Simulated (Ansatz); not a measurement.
# GaF (Pm-3m) in Ansatz: a series of runs, part 2 of 2

Ansatz 0.2.0. Earlier steps stand in the parts before.

**4. Projected density of states, BLYP**

input.yaml reads:

```yaml
crystal:
  lattice:
    - [3.16592, 0.0, 0.0]
    - [0.0, 3.16592, 0.0]
    - [0.0, 0.0, 3.16592]
  atoms:
    - { symbol: Ga, position: [0.0, 0.0, 0.0] }
    - { symbol: F, position: [0.5, 0.5, 0.5] }
hamiltonian:
  xc: blyp
  pseudopotentials: { kind: paw }
kpoints:
  mp_grid: { grid: [5, 5, 5] }
scf:
  occupations: { method: fermi_dirac, width: 0.05 }
  n_extra_bands: 6
output:
  forces: true
  stress: true
  eigenvalues: true
  dos: { projected: true, de: 0.05, nscf_kmesh: { grid: [8, 8, 8] } }
```

Potentials or basis: Ansatz PAW.

Run with:

```
$ ansatz run input.yaml --threads 2 --pin off --max-ram 5632MiB --backend cpu --events-out ev --progress --plain --runs-dir out
```

The program printed:

```text
Warning: RAYON_NUM_THREADS=2 ignored (pool sized by the plan → 2); use --threads N
scf.n_extra_bands = 6 over 10 filled bands (N_el = 20.0): the run solves 16 bands
Engine: ansatz 0.2.0, aarch64-unknown-linux-gnu
Pseudopotentials: kind: paw
Pseudopotential: Ga, paw, valence charge 13, recommended cutoff 420 eV (normal), Ga.paw.azcp
Pseudopotential: F, paw, valence charge 7, recommended cutoff 420 eV (normal), F.paw.azcp
Functional definition: BLYP
  parameter beta = 0.0042
  parameter a = 0.04918
  parameter b = 0.132
  parameter c = 0.2533
  parameter d = 0.349
  exchange = b88_x(beta = beta)
  correlation = lyp_c(a = a, b = b, c = c, d = d)
Crystal: 2 atoms, lattice volume = 31.732 Å³
Basis set: ecut = 420 eV, 619 PW (Γ), exchange–correlation on 48×48×48 points (8 copies of the dense FFT grid, shifted against one another)
[... 34 lines left out ...]
  E_nonlocal   = 488.658082
  E_hartree    = 1048.370929
  E_xc         = -148.087425
  E_vxc        = -157.956134  (∫ρ·V_xc dr)
  E_paw        = -2194.765327  (= ΣΔE_a)
  E_vpaw       = -462.189563  (= ΣTr[D̂ρ^β])
  E_aug_tail   = 0.001990  (compensation charges beyond the density's cutoff)
  E_ewald      = -1738.560515
  E_core_change = 0.019021  (= ΣΔE_core)
  E_smearing   = -0.000000  (= −TS)
  E_closure    = 0.000000  (closes the sum)
  Σ components = -4603.866999   (vs F -4603.866999, Δ=0.00e0)
--- Forces (eV/Å), atoms counted from 1 ---
  atom   1  Ga     0.00000000     0.00000000     0.00000000
  atom   2  F      0.00000000    -0.00000000     0.00000000
  max |Σ_I F_I| component: 3.27e-29 eV/Å
--- Stress (GPa, compression-positive) ---
        3.117152       0.000000       0.000000
        0.000000       3.117152       0.000000
        0.000000       0.000000       3.117152
  P = ⅓ Tr σ = 3.1172 GPa (31.172 kbar)
--- Band table (eV; the first three rows and the last of 10) ---
  k-point 0: bands = ["-16.0201", "-8.2750", "-8.2750", "-8.1099", "-8.1099", "-8.1099", "0.0774", "2.6627", "2.6627", "2.6627", "14.3805", "14.3805", "14.3805", "16.2655", "16.2655", "23.0275"]
  k-point 1: bands = ["-15.9703", "-8.2718", "-8.2343", "-8.1262", "-8.1262", "-8.1085", "-0.2042", "2.7535", "2.7535", "3.1781", "10.9780", "14.4259", "14.4259", "16.7988", "19.3978", "24.9938"]
  k-point 2: bands = ["-15.8881", "-8.2667", "-8.1706", "-8.1523", "-8.1523", "-8.1064", "-0.6137", "2.9044", "2.9044", "4.6113", "7.5445", "14.4890", "14.4890", "18.3131", "21.6717", "22.1973"]
  k-point 9: bands = ["-15.6995", "-8.2040", "-8.2040", "-8.1922", "-8.0902", "-8.0902", "1.7821", "2.1188", "2.1188", "4.9395", "8.9923", "8.9923", "10.1918", "18.2725", "18.6583", "18.6583"]
```

dos.tsv:

```text
# E-E_F[eV]	g_bin_mean(E)[states/eV]	N(E)
# format = ansatz-dos/2
# fermi_ev = 6.233131
# fermi_mp_grid = 8 8 8
# fermi_mp_shift = 0 0 0
# nscf_kmesh_grid = 8 8 8
# nscf_kmesh_shift = 0 0 0
# g_bin_mean(E): the states in a bin one row spacing wide, centred on E, divided by that spacing. States that the method places at a single energy (under output.dos.method: tetrahedron, those of a tetrahedron whose four corners have one energy) are counted whole in the row whose bin holds that energy (on the edge of two bins, in the lower row). The sum of g_bin_mean over a run of rows, times the row spacing, is the number of states from half a spacing under the first of them to half a spacing over the last (a plain sum, not the trapezoid rule).
-22.753240	0.000000e0	0.000000e0
-22.703240	0.000000e0	0.000000e0
-22.653240	0.000000e0	0.000000e0
-22.603240	0.000000e0	0.000000e0
-22.553240	0.000000e0	0.000000e0
-22.503240	0.000000e0	0.000000e0
[... 825 lines left out ...]
18.796760	0.000000e0	3.200000e1
18.846760	0.000000e0	3.200000e1
```

Run time: 0.79 s. Hardware: 2 threads of Arm Neoverse V2, shared host; peak memory 0.26 GiB.

What came out:

* Free energy: -4603.8670 eV
* Pressure: 3.1 GPa
* Band gap on the k mesh: 2.61 eV, indirect (least direct gap 2.93 eV)

Levels at points of the mesh, in eV from the valence-band top:
| k point | band 6 | band 7 | band 8 | band 9 | band 10 | band 11 | band 12 | band 13 | band 14 | band 15 |
| --- | --- | --- | --- | --- | --- | --- | --- | --- | --- | --- |
| (0.00, 0.00, 0.00) | -13.05 | -4.86 | -2.28 | -2.28 | -2.28 | 9.44 | 9.44 | 9.44 | 11.33 | 11.33 |

States per cell in windows of 1 eV (zero at the valence-band top; states under -8 eV left out):
| from (eV) | total | F 2p | Ga 4p | Ga 4s | F 2s |
| --- | --- | --- | --- | --- | --- |
| -8.0 | 0.00 | 0.00 | 0.00 | 0.00 | 0.00 |
| -7.0 | 0.00 | 0.00 | 0.00 | 0.00 | 0.00 |
| -6.0 | 0.77 | 0.25 | 0.08 | 0.41 | 0.02 |
| -5.0 | 0.90 | 0.43 | 0.16 | 0.30 | 0.01 |
| -4.0 | 1.26 | 1.02 | 0.20 | 0.04 | 0.00 |
| -3.0 | 3.08 | 2.91 | 0.14 | 0.00 | 0.00 |
| -2.0 | 0.29 | 0.17 | 0.02 | 0.09 | 0.00 |
| -1.0 | 1.66 | 0.76 | 0.07 | 0.82 | 0.01 |
| 0.0 | 0.04 | 0.01 | 0.00 | 0.03 | 0.00 |
| 1.0 | 0.00 | 0.00 | 0.00 | 0.00 | 0.00 |
| 2.0 | 0.15 | 0.01 | 0.11 | 0.01 | 0.01 |
| 3.0 | 0.67 | 0.08 | 0.52 | 0.03 | 0.02 |
| 4.0 | 1.33 | 0.15 | 1.08 | 0.05 | 0.02 |
| 5.0 | 0.84 | 0.07 | 0.70 | 0.05 | 0.01 |
| 6.0 | 0.56 | 0.03 | 0.48 | 0.03 | 0.00 |
| 7.0 | 0.69 | 0.03 | 0.58 | 0.05 | 0.00 |

Caveat: odd divisions of the mesh miss points on the zone boundary, where band edges often lie, so the gap on the mesh can be too wide; the pressure holds a Pulay correction of +0.5 GPa for the finite cutoff; the PAW data sets come from PBE, with cores solved anew for the run's functional, which leaves a small shift of forces and pressure; the density of states is complete only up to the lowest level of the last band computed.

**5. Projected density of states, r2SCAN**

Changes to input.yaml since step 4:

```diff
@@ -9,3 +9,3 @@
 hamiltonian:
-  xc: blyp
+  xc: r2scan
   pseudopotentials: { kind: paw }
```

Potentials or basis: Ansatz PAW.

Run with:

```
$ ansatz run input.yaml --threads 2 --pin off --max-ram 5632MiB --backend cpu --events-out ev --progress --plain --runs-dir out
```

The program printed:

```text
Warning: RAYON_NUM_THREADS=2 ignored (pool sized by the plan → 2); use --threads N
scf.n_extra_bands = 6 over 10 filled bands (N_el = 20.0): the run solves 16 bands
[... 2 set-up lines as earlier in the session ...]
Pseudopotential: Ga, paw, valence charge 13, recommended cutoff 500 eV (meta_gga), Ga.paw.azcp
Pseudopotential: F, paw, valence charge 7, recommended cutoff 500 eV (meta_gga), F.paw.azcp
Functional definition: r2SCAN
  parameter k0 = 0.174
  parameter k1 = 0.065
  parameter a1 = 4.9479
  exchange = r2scan_x(k0 = k0, k1 = k1, a1 = a1)
  correlation = r2scan_c
Crystal: 2 atoms, lattice volume = 31.732 Å³
Basis set: ecut = 500 eV, 799 PW (Γ), exchange–correlation on 96×96×96 points (64 copies of the dense FFT grid, shifted against one another)
Bands: 16, of which v1, the nominal top of the filled ones, is band 10 counted from 1 (9 counted from 0)
[... 2 set-up lines as earlier in the session ...]
k-points: 10 of 125
[... 3 set-up lines as earlier in the session ...]
PAW frozen core: Ga, regenerated for the run's functional (the file was generated under x = pbe(κ = 0.804, μ = 0.2195149727645171), c = pbe(β = 0.06672455060314922))
PAW frozen core: F, regenerated for the run's functional (the file was generated under x = pbe(κ = 0.804, μ = 0.2195149727645171), c = pbe(β = 0.06672455060314922))
PAW one-centre angular grid: Ga, 590 points (default); XC on 160 Gauss nodes
PAW one-centre angular grid: F, 302 points (default); XC on 160 Gauss nodes
[... 14 lines left out ...]
SCF converged after 7 iterations
Free energy (F): -4599.770496 eV
Harris-Foulkes:  -4599.770497 eV  (|F-HF|=7.30e-8)
Internal energy: -4599.770496 eV  (E = F + TS)
E sigma→0 (E₀):  -4599.770496 eV
Fermi energy:    5.906215 eV
--- Per-component energies (eV) ---
  E_band       = -112.903524
  E_kinetic    = 319.029234
  E_local      = -2384.446028  (includes V_loc(G=0)·N_el)
  E_nonlocal   = 493.627972
  E_hartree    = 1050.457594
  E_xc         = -141.494048
  E_vxc        = -175.206452  (∫ρ·V_xc dr)
  E_paw        = -2197.701088  (= ΣΔE_a)
  E_vpaw       = -478.560688  (= ΣTr[D̂ρ^β])
  E_aug_tail   = 0.000844  (compensation charges beyond the density's cutoff)
  E_vtau       = 11.743748  (kinetic-family band-sum trace: ∫τ·v_τ [+ j·A + Jᵃ·Aᵃ] dr)
  E_ewald      = -1738.560515
  E_core_change = -0.684461  (= ΣΔE_core)
  E_smearing   = -0.000000  (= −TS)
  E_closure    = -0.000000  (closes the sum)
  Σ components = -4599.770496   (vs F -4599.770496, Δ=0.00e0)
--- Forces (eV/Å), atoms counted from 1 ---
  atom   1  Ga    -0.00000000     0.00000000     0.00000000
  atom   2  F      0.00000000     0.00000000    -0.00000000
  max |Σ_I F_I| component: 3.37e-29 eV/Å
--- Stress (GPa, compression-positive) ---
       -2.137114       0.000000       0.000000
        0.000000      -2.137114       0.000000
        0.000000       0.000000      -2.137114
  P = ⅓ Tr σ = -2.1371 GPa (-21.371 kbar)
--- Band table (eV; the first three rows and the last of 10) ---
  k-point 0: bands = ["-17.9961", "-9.2167", "-9.2167", "-9.0484", "-9.0484", "-9.0484", "-0.4838", "1.9294", "1.9294", "1.9294", "14.3556", "14.3556", "14.3556", "15.9688", "15.9688", "23.3734"]
  k-point 1: bands = ["-17.9496", "-9.2135", "-9.1750", "-9.0648", "-9.0648", "-9.0471", "-0.8261", "2.0199", "2.0199", "2.5271", "10.7347", "14.4060", "14.4060", "16.5172", "19.3216", "25.3800"]
  k-point 2: bands = ["-17.8729", "-9.2083", "-9.1094", "-9.0912", "-9.0912", "-9.0450", "-1.2922", "2.1701", "2.1701", "4.0850", "7.1639", "14.4766", "14.4766", "18.0719", "21.5386", "22.2998"]
  k-point 9: bands = ["-17.6927", "-9.1431", "-9.1431", "-9.1319", "-9.0271", "-9.0271", "1.0453", "1.3645", "1.3645", "4.6341", "8.6562", "8.6562", "9.9685", "18.2125", "18.6019", "18.6019"]
```

dos.tsv:

```text
# E-E_F[eV]	g_bin_mean(E)[states/eV]	N(E)
# format = ansatz-dos/2
# fermi_ev = 5.934869
# fermi_mp_grid = 8 8 8
# fermi_mp_shift = 0 0 0
# nscf_kmesh_grid = 8 8 8
# nscf_kmesh_shift = 0 0 0
# g_bin_mean(E): the states in a bin one row spacing wide, centred on E, divided by that spacing. States that the method places at a single energy (under output.dos.method: tetrahedron, those of a tetrahedron whose four corners have one energy) are counted whole in the row whose bin holds that energy (on the edge of two bins, in the lower row). The sum of g_bin_mean over a run of rows, times the row spacing, is the number of states from half a spacing under the first of them to half a spacing over the last (a plain sum, not the trapezoid rule).
-24.430982	0.000000e0	0.000000e0
-24.380982	0.000000e0	0.000000e0
-24.330982	0.000000e0	0.000000e0
-24.280982	0.000000e0	0.000000e0
-24.230982	0.000000e0	0.000000e0
-24.180982	0.000000e0	0.000000e0
[... 867 lines left out ...]
19.219018	0.000000e0	3.200000e1
19.269018	0.000000e0	3.200000e1
```

pdos.tsv:

```text
# format = ansatz-pdos/7
# g_bin_mean(E): the states in a bin one row spacing wide, centred on E, divided by that spacing. States that the method places at a single energy (under output.dos.method: tetrahedron, those of a tetrahedron whose four corners have one energy) are counted whole in the row whose bin holds that energy (on the edge of two bins, in the lower row). The sum of g_bin_mean over a run of rows, times the row spacing, is the number of states from half a spacing under the first of them to half a spacing over the last (a plain sum, not the trapezoid rule).
[... 4245 lines left out ...]
10.719018	8.531821e-4	2.843940e-4	2.843940e-4	2.843940e-4
10.769018	9.136236e-4	3.045412e-4	3.045412e-4	3.045412
```

It took 1.4 s on 2 threads of Arm Neoverse V2, shared host; peak memory 0.32 GiB.

What came out:

```yaml
Free_energy: -4599.7705 eV
Pressure: -2.1 GPa
Band_gap_on_the_k_mesh: 2.53 eV, indirect (least direct gap 3.08 eV)
```

States per cell in windows of 1 eV (zero at the valence-band top; states under -8 eV left out):
```tsv
from (eV)	total	F 2p	Ga 4p	Ga 4s	F 2s
-8.0	0.00	0.00	0.00	0.00	0.00
-7.0	0.00	0.00	0.00	0.00	0.00
-6.0	1.07	0.40	0.13	0.51	0.02
-5.0	0.76	0.44	0.14	0.17	0.00
-4.0	1.76	1.51	0.23	0.01	0.00
-3.0	2.45	2.35	0.07	0.00	0.00
-2.0	0.32	0.19	0.02	0.10	0.00
-1.0	1.59	0.67	0.07	0.83	0.01
0.0	0.05	0.01	0.00	0.04	0.00
1.0	0.00	0.00	0.00	0.00	0.00
2.0	0.13	0.01	0.10	0.01	0.01
3.0	0.56	0.06	0.43	0.03	0.02
4.0	1.33	0.14	1.08	0.05	0.02
5.0	0.82	0.07	0.68	0.05	0.01
6.0	0.59	0.04	0.49	0.04	0.00
7.0	0.62	0.03	0.52	0.05	0.00
```

Caveat: odd divisions of the mesh miss points on the zone boundary, where band edges often lie, so the gap on the mesh can be too wide; the PAW data sets come from PBE, with cores solved anew for the run's functional, which leaves a small shift of forces and pressure; the density of states is complete only up to the lowest level of the last band computed. A k mesh can miss the band edges.

**6. Summary**

| level | cutoff (eV) | gap on the mesh (eV) | pressure (GPa) |
| --- | --- | --- | --- |
| RPBE | 420 | 2.35 | 2.7 |
| revPBE | 420 | 2.35 | 1.9 |
| BLYP | 420 | 2.61 | 3.1 |
| r2SCAN | 500 | 2.53 | -2.1 |

Alike in all rows: task projected density of states; potentials or basis Ansatz PAW; no spin polarisation; cell as given; k mesh 5 × 5 × 5; smearing fermi-dirac 0.05 eV.

On the cell as given the gap runs from 2.35 eV (revPBE) to 2.61 eV (BLYP). The pressure there spans -2.1 GPa (r2SCAN) to 3.1 GPa (BLYP); a positive pressure means that this level wants a larger cell, a negative one a smaller.

Caveats: odd divisions of the mesh miss points on the zone boundary, where band edges often lie, so the gap on the mesh can be too wide; the PAW data sets come from PBE, with cores solved anew for the run's functional, which leaves a small shift of forces and pressure; the density of states is complete only up to the lowest level of the last band computed.

Total energies depend on the potentials used, so only differences within one code and one set of settings carry meaning.
